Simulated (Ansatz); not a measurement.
**H₂SeS₂ (SMILES SS[SeH]): one structure at several levels**

An exercise on one series of results from a longer session: the logs are not shown, and one member is left open.

Computed with Ansatz 0.2.0, Gaussian basis. Level: single points in def2-TZVPP.

Cores are frozen in the correlated methods. Filled d shells of the heavier atoms are correlated.

**Where the work starts**

SMILES `SS[SeH]`, 5 atoms, charge 0, spin multiplicity 1.

Atoms are counted from 1 here; the program's logs count them from 0.

Bond lengths: S1–S2 2.079 Å, S1–H4 1.366 Å, S2–Se3 2.166 Å, Se3–H5 1.382 Å. Angles: S2–S1–H4 97.6°, S1–S2–Se3 108.9°, S2–Se3–H5 97.4°.

Geometry (Å):

```mol
H2S2Se
  3D, bonds by distance, orders not assigned

  5  4  0  0  0  0  0  0  0  0999 V2000
   -1.7434   -0.1863    0.3854 S   0  0
    0.0827   -1.1573    0.1750 S   0  0
    1.6660    0.1843    0.7967 Se  0  0
   -1.8305    0.3094   -0.8844 H   0  0
    1.8550    0.8110   -0.4200 H   0  0
  1  2  8  0
  1  4  8  0
  2  3  8  0
  3  5  8  0
M  END
```

The first run:

File run/in.yaml:

```yaml
crystal:
  periodic: [false, false, false]
  atoms:
    - {symbol: S, position_ang: [-1.743400, -0.186300, 0.385400]}
    - {symbol: S, position_ang: [0.082700, -1.157300, 0.175000]}
    - {symbol: Se, position_ang: [1.666000, 0.184300, 0.796700]}
    - {symbol: H, position_ang: [-1.830500, 0.309400, -0.884400]}
    - {symbol: H, position_ang: [1.855000, 0.811000, -0.420000]}
basis:
  gaussian: {orbitals: def2-TZVPP}
correlation: {method: ccsd_t}
output: {forces: true}
```

The command line of these runs was not kept.

Among the steps run: CCSD(T)/def2-TZVPP; PBE0-D4/def2-TZVPP; wB97M-V/def2-TZVPP; r2SCAN-D4/def2-TZVPP; PBE-D4/def2-TZVPP; r2SCANh-D4/def2-TZVPP; revPBE-D4/def2-TZVPP.

One of the session's tables, all rows but one given; the rest of the session is left out.

```
    method  RMS force component (eV/Å)  angle to CCSD(T) forces (°)  dipole (D)
   CCSD(T)                       0.884                    reference        1.59
   PBE0-D4                       0.939                         10.4        1.64
   wB97M-V                       0.899                          7.0        1.58
 r2SCAN-D4                       0.927                          7.2        1.64
    PBE-D4                       1.026                         10.9        1.56
r2SCANh-D4                           ?                            ?           ?
 revPBE-D4                       1.041                         11.2        1.53
```

Q: Estimate the row for r2SCANh-D4 from the others.

**Answer.** RMS force component (eV/Å): 0.910; angle to CCSD(T) forces (°): 8.7; dipole (D): 1.65. In the column «RMS force component (eV/Å)» it lies between wB97M-V (0.899) and r2SCAN-D4 (0.927).
